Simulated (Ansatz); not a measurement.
NbTe:

```
CELL_PARAMETERS angstrom
3.70297 0.00000 0.00000
-1.85149 3.20687 0.00000
0.00000 0.00000 3.69421
ATOMIC_POSITIONS crystal
Te 0.66667 0.33333 0.00000
Nb 0.00000 0.00000 0.50000
```

The cell comes from a database or a generator and needn't be the stable form of this composition.

Base run:

| Item | Value |
| --- | --- |
| Program | Ansatz 0.2.0 |
| Functional | RPBE |
| Potentials or basis | Ansatz PAW |
| Cutoff | 420 eV (not typed: the program's choice for these potentials) |
| k mesh | 8 × 8 × 7 |
| Occupations | fermi-dirac, width 0.05 eV |
| Spin | no spin polarisation |

Its results: band gap on the k mesh none (metal or under the smearing width); pressure 1.5 GPa.

Q: After a change of settings the same cell gave: band gap on the k mesh none (metal or under the smearing width); pressure -7.5 GPa. Which change was it?
A. functional from RPBE to r2SCAN; cutoff from 420 eV (not typed: the program's choice for these potentials) to 500 eV (not typed: the program's choice for these potentials)
B. functional from RPBE to LDA
C. functional from RPBE to revPBE
D. functional from RPBE to BLYP

A: B.

LDA binds more tightly than RPBE, so the same cell stands under less pressure.

Caveats: spin-orbit coupling is left out, which moves the levels of the heavy elements; the PAW data sets come from PBE, with cores solved anew for the run's functional, which leaves a small shift of forces and pressure.
